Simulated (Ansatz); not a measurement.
# ZnFBr: the cell at several levels of theory

One table from this session's results is given with a row withheld; the runs are named, their logs left out.

Code: Ansatz 0.2.0. PAW datasets, plane waves, zero pressure. The calculation is spin-unpolarised, and the structure need not be a phase that has been made.

### The structure to begin with

The sheet's in-plane cell has a = 2.949 Å, b = 2.949 Å (γ = 120.0°), and its outermost atoms lie 2.40 Å apart along the normal. Near Zn stand 3 F at 2.08 Å and 3 Br at 2.08 Å; near F stand 3 Zn at 2.08 Å; near Br stand 3 Zn at 2.08 Å.

Coordinates:

```xyz
3
Lattice="2.9495 0.0000 0.0000 -1.4747 2.5543 0.0000 0.0000 0.0000 18.0000" Properties=species:S:1:pos:R:3 pbc="T T F"
Zn    0.0000    0.0000    9.0000
F     0.0000    1.7029   10.1985
Br    1.4747    0.8514    7.8015
```
Two periodic directions, a and b.

Set-up of the first run:

input.yaml reads:

```yaml
crystal:
  lattice:
    - [2.94945928, 0.0, 0.0]
    - [-1.47472964, 2.5543066639, 0.0]
    - [0.0, 0.0, 18.0]
  atoms:
    - { symbol: Zn, position: [0.0, 0.0, 0.5] }
    - { symbol: F, position: [0.3333333333, 0.6666666667, 0.5665820816] }
    - { symbol: Br, position: [0.6666666667, 0.3333333333, 0.4334179184] }
  periodic: [true, true, false]
kpoints:
  mp_grid: { grid: [12, 12, 1] }
hamiltonian:
  xc: pbe
scf:
  occupations: { method: fermi_dirac, width: 0.02 }
relax:
  f_tol: 0.005
  cell: {}
```

Command:

```console
$ ansatz run input.yaml --threads 4 --pin off --max-ram 5529MiB --backend cpu --events-out ev --progress --plain --runs-dir out
```

Steps of the session up to this table: Relaxing with PBE; Relaxing with r2SCAN; Relaxing with PBEsol; LDA: cell and atoms; Relaxing with HSE06.

One table of the session follows, with a row left open; its other results are not shown here.

```
 level  a (Å)  area (Å²/atom)
   PBE      ?               ?
r2SCAN  3.479           3.494
PBEsol  3.458           3.452
   LDA  3.407           3.352
 HSE06  3.494           3.524
```

**Question.** Estimate the row for PBE.

**Answer.** a (Å): 3.527; area (Å²/atom): 3.591. In the column «a (Å)» it is the highest.

From the start to the first minimum the area moved by +43.0 %. The area runs from LDA (least) to PBE (most), a spread of 7.1 %, or 3.5 % in length if all axes shared it alike. The meshes differ: PBE 12×12×1, r2SCAN 12×12×1, PBEsol 12×12×1, LDA 12×12×1, HSE06 6×6×1.

Limits of these values: Warnings in the runs' records: slab cell height set, xc potential rough in thin density.
